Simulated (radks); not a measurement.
**Ag in [Ar] 3d10 4s2 4p5 4d10 5s1 6s1: an all-electron calculation**

An exercise on one series of results from a longer session: the logs are not shown, and one member is left open.

Program: radks (a radial shooting solver on a logarithmic mesh, Libxc functionals) version 1. Level of theory: scalar-relativistic Kohn-Sham, PBE, spin-unpolarised, spherical densities, finite nucleus. These are calculated values, not measurements, unless marked.

**Starting point**

| Quantity | Value |
| --- | --- |
| element | silver (Z = 47) |
| charge | 0 |
| electrons | 47 |
| configuration | [Ar] 3d10 4s2 4p5 4d10 5s1 6s1 |
| nuclear rms radius | 4.5454 fm |

Outer shells as boxes (Hund's rule):

Ag
```
[Ar] core
3d [↑↓][↑↓][↑↓][↑↓][↑↓]
4s [↑↓]
4p [↑↓][↑↓][↑ ]
4d [↑↓][↑↓][↑↓][↑↓][↑↓]
5s [↑ ]
6s [↑ ]
```

Set-up of the first run:

Settings of this run:

```text
Z 47
configuration [Ar] 3d10 4s2 4p5 4d10 5s1 6s1
relativity scalar-relativistic
functional pbe,pbe
spin unpolarised
nucleus finite rms 4.5454 fm
c 137.035999084
```

Among the steps run: Self-consistent calculation.

One table of the session follows, with a row left open; its other results are not shown here.

It belongs to the step «Shells». From the orbitals of this run (lengths in bohr):

```
level      <r>  outermost maximum (interpolated)  90 % within  nodes
   1s  0.03111                            0.0202       0.0558      0
   2s        ?                                 ?            ?      ?
   2p   0.1177                            0.0911        0.192      0
   3s   0.3685                             0.333        0.543      2
   3p   0.3675                             0.326        0.553      1
   3d   0.3457                             0.274        0.547      0
   4s   0.9071                             0.821         1.32      3
   4p   0.9913                             0.873         1.46      2
   4d    1.315                              1.02         2.09      1
   5s    2.726                              2.29         4.06      4
   6s    8.220                              7.50         11.7      5
```

Q: Estimate the row for 2s from the others.

The run gave: <r>: 0.1349; outermost maximum (interpolated): 0.114; 90 % within: 0.208; nodes: 1. In the column «<r>» it lies between 2p (0.1177) and 3d (0.3457).
